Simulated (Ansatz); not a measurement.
# K27Cl26 (Sylvite): the cost of one run

Program: Ansatz 0.2.0. Level of theory: DFT, PBE, plane-wave PAW, default files, scalar-relativistic, as far as a step names no other. These are calculated values, not measurements.

### Step 1. The system as given

It takes space group Fm-3m (No. 225, cubic). The conventional cell has a = 18.879 Å, b = 18.879 Å, c = 18.879 Å, α = 90.00°, β = 90.00°, γ = 90.00°. K (site symmetry 3m) has 6 Cl at 3.15 Å as nearest neighbours. K (site symmetry 4mm) has 5 Cl at 3.15 Å as nearest neighbours. K (site symmetry mm2) has 6 Cl at 3.15 Å as nearest neighbours. Around K (site symmetry m-3m) lie 6 Cl at 3.15 Å. Cl (site symmetry mm2) has 6 K at 3.15 Å as nearest neighbours. Cl (site symmetry 3m) is surrounded by 6 K at 3.15 Å. Cl (site symmetry 4mm) is surrounded by 6 K at 3.15 Å.

Coordinates:

```cif
data_structure
_symmetry_space_group_name_H-M 'Fm-3m'
_symmetry_Int_Tables_number 225
_cell_length_a 18.8788
_cell_length_b 18.8788
_cell_length_c 18.8788
_cell_angle_alpha 90.000
_cell_angle_beta 90.000
_cell_angle_gamma 90.000
_cell_volume 6728.60
loop_
_atom_site_label
_atom_site_type_symbol
_atom_site_symmetry_multiplicity
_atom_site_Wyckoff_symbol
_atom_site_fract_x
_atom_site_fract_y
_atom_site_fract_z
_atom_site_occupancy
K1 K 32 f 0.33333 0.83333 0.83333 1
K2 K 24 e 0.50000 0.00000 0.83333 1
K3 K 48 h 0.33333 0.16667 0.50000 1
K4 K 4 a 0.50000 0.00000 0.50000 1
Cl1 Cl 48 i 0.66667 0.66667 0.50000 1
Cl2 Cl 32 f 0.83333 0.66667 0.66667 1
Cl3 Cl 24 e 0.00000 0.00000 0.83333 1
```

The vacant site is at (0.167, 0.167, 0.167) in fractional coordinates of the input's cell.

### Step 2. First run, atoms as given

The input, input.yaml:

```yaml
crystal:
  lattice:
    - [0.0, 9.43941, 9.43941]
    - [9.43941, 0.0, 9.43941]
    - [9.43941, 9.43941, 0.0]
  atoms:
    - { symbol: K, position: [0.0, 0.0, 0.0] }
    - { symbol: K, position: [0.0, 0.0, 0.3333333333], spin: 0.5 }
    - { symbol: K, position: [0.0, 0.0, 0.6666666667] }
    - { symbol: K, position: [0.0, 0.3333333333, 0.0], spin: 0.5 }
    - { symbol: K, position: [0.0, 0.3333333333, 0.3333333333], spin: 0.5 }
    - { symbol: K, position: [0.0, 0.3333333333, 0.6666666667] }
    - { symbol: K, position: [0.0, 0.6666666667, 0.0] }
    - { symbol: K, position: [0.0, 0.6666666667, 0.3333333333] }
    - { symbol: K, position: [0.0, 0.6666666667, 0.6666666667] }
    - { symbol: K, position: [0.3333333333, 0.0, 0.0], spin: 0.5 }
    - { symbol: K, position: [0.3333333333, 0.0, 0.3333333333], spin: 0.5 }
    - { symbol: K, position: [0.3333333333, 0.0, 0.6666666667] }
    - { symbol: K, position: [0.3333333333, 0.3333333333, 0.0], spin: 0.5 }
    - { symbol: K, position: [0.3333333333, 0.3333333333, 0.3333333333] }
    - { symbol: K, position: [0.3333333333, 0.3333333333, 0.6666666667] }
    - { symbol: K, position: [0.3333333333, 0.6666666667, 0.0] }
    - { symbol: K, position: [0.3333333333, 0.6666666667, 0.3333333333] }
    - { symbol: K, position: [0.3333333333, 0.6666666667, 0.6666666667] }
    - { symbol: K, position: [0.6666666667, 0.0, 0.0] }
    - { symbol: K, position: [0.6666666667, 0.0, 0.3333333333] }
    - { symbol: K, position: [0.6666666667, 0.0, 0.6666666667] }
    - { symbol: K, position: [0.6666666667, 0.3333333333, 0.0] }
    - { symbol: K, position: [0.6666666667, 0.3333333333, 0.3333333333] }
    - { symbol: K, position: [0.6666666667, 0.3333333333, 0.6666666667] }
    - { symbol: K, position: [0.6666666667, 0.6666666667, 0.0] }
    - { symbol: K, position: [0.6666666667, 0.6666666667, 0.3333333333] }
    - { symbol: K, position: [0.6666666667, 0.6666666667, 0.6666666667] }
    - { symbol: Cl, position: [0.1666666667, 0.1666666667, 0.5] }
    - { symbol: Cl, position: [0.1666666667, 0.1666666667, 0.8333333333] }
    - { symbol: Cl, position: [0.1666666667, 0.5, 0.1666666667] }
    - { symbol: Cl, position: [0.1666666667, 0.5, 0.5] }
    - { symbol: Cl, position: [0.1666666667, 0.5, 0.8333333333] }
    - { symbol: Cl, position: [0.1666666667, 0.8333333333, 0.1666666667] }
    - { symbol: Cl, position: [0.1666666667, 0.8333333333, 0.5] }
    - { symbol: Cl, position: [0.1666666667, 0.8333333333, 0.8333333333] }
    - { symbol: Cl, position: [0.5, 0.1666666667, 0.1666666667] }
    - { symbol: Cl, position: [0.5, 0.1666666667, 0.5] }
    - { symbol: Cl, position: [0.5, 0.1666666667, 0.8333333333] }
    - { symbol: Cl, position: [0.5, 0.5, 0.1666666667] }
    - { symbol: Cl, position: [0.5, 0.5, 0.5] }
    - { symbol: Cl, position: [0.5, 0.5, 0.8333333333] }
    - { symbol: Cl, position: [0.5, 0.8333333333, 0.1666666667] }
    - { symbol: Cl, position: [0.5, 0.8333333333, 0.5] }
    - { symbol: Cl, position: [0.5, 0.8333333333, 0.8333333333] }
    - { symbol: Cl, position: [0.8333333333, 0.1666666667, 0.1666666667] }
    - { symbol: Cl, position: [0.8333333333, 0.1666666667, 0.5] }
    - { symbol: Cl, position: [0.8333333333, 0.1666666667, 0.8333333333] }
    - { symbol: Cl, position: [0.8333333333, 0.5, 0.1666666667] }
    - { symbol: Cl, position: [0.8333333333, 0.5, 0.5] }
    - { symbol: Cl, position: [0.8333333333, 0.5, 0.8333333333] }
    - { symbol: Cl, position: [0.8333333333, 0.8333333333, 0.1666666667] }
    - { symbol: Cl, position: [0.8333333333, 0.8333333333, 0.5] }
    - { symbol: Cl, position: [0.8333333333, 0.8333333333, 0.8333333333] }
magnetization:
  spin_polarized: true
kpoints:
  mp_grid: { grid: [2, 2, 2] }
scf:
  occupations: { method: fermi_dirac, width: 0.01 }
hamiltonian:
  xc: pbe
  pseudopotentials: { kind: paw }
output:
  forces: true
  stress: true
  populations: true
  efg:
    quadrupole_moments_barn: { K: 0.0603, Cl: -0.08112 }
    contact_densities: true
```

The run is started by

```console
ansatz run input.yaml --threads 4 --pin off --max-ram 10240MiB --backend cpu --events-out ev --progress --plain --runs-dir out
```

What time and memory should one allow on 4 threads of Arm Neoverse V2, shared host?

About 2.3 min, with a peak of 7.6 GiB.
